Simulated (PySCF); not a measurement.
# C3H9Te: the cost of one run

Computed with PySCF 2.14.0 and routines of our own; the level stands in each step. Atoms count from 0.

## (1) The starting structure

13 atoms, charge 1, multiplicity 1; geometry from: GFN2-xTB.

## (2) Relaxing the molecule at PBE0-D3(BJ)/def2-SVP

What the job is given:

```
{"job": {"xc": "PBE0", "basis": "def2-SVP", "d3": "d3bj", "grid": 1, "maxiter": 30, "shake": 0.01, "kind": "geom"}, "charge": 1, "multiplicity": 1}
C     -0.441620     1.726610     0.308410
Te    -0.230740    -0.180340     1.196470
C      1.700070    -0.536430     0.376870
C     -1.247050    -1.232410    -0.334350
H     -0.199840     1.692380    -0.760820
H      0.180590     2.460110     0.821770
H     -1.488400     2.059990     0.421120
H      1.733130    -0.299270    -0.683720
H      1.974260    -1.573030     0.568520
H      2.431680     0.095020     0.919030
H     -0.925510    -0.923140    -1.298660
H     -1.111270    -2.299630    -0.182460
H     -2.369480    -1.006770    -0.241100
```

On the command line:

```bash
OMP_NUM_THREADS=1 python heavy_run.py task.json out
```

One launch serves the whole session: the jobs run in the order shown.

**Question.** How long does this first job take on 1 thread of Arm Neoverse V2, shared host, and how much memory does it need?

About 28 s, with a peak of 0.48 GiB.
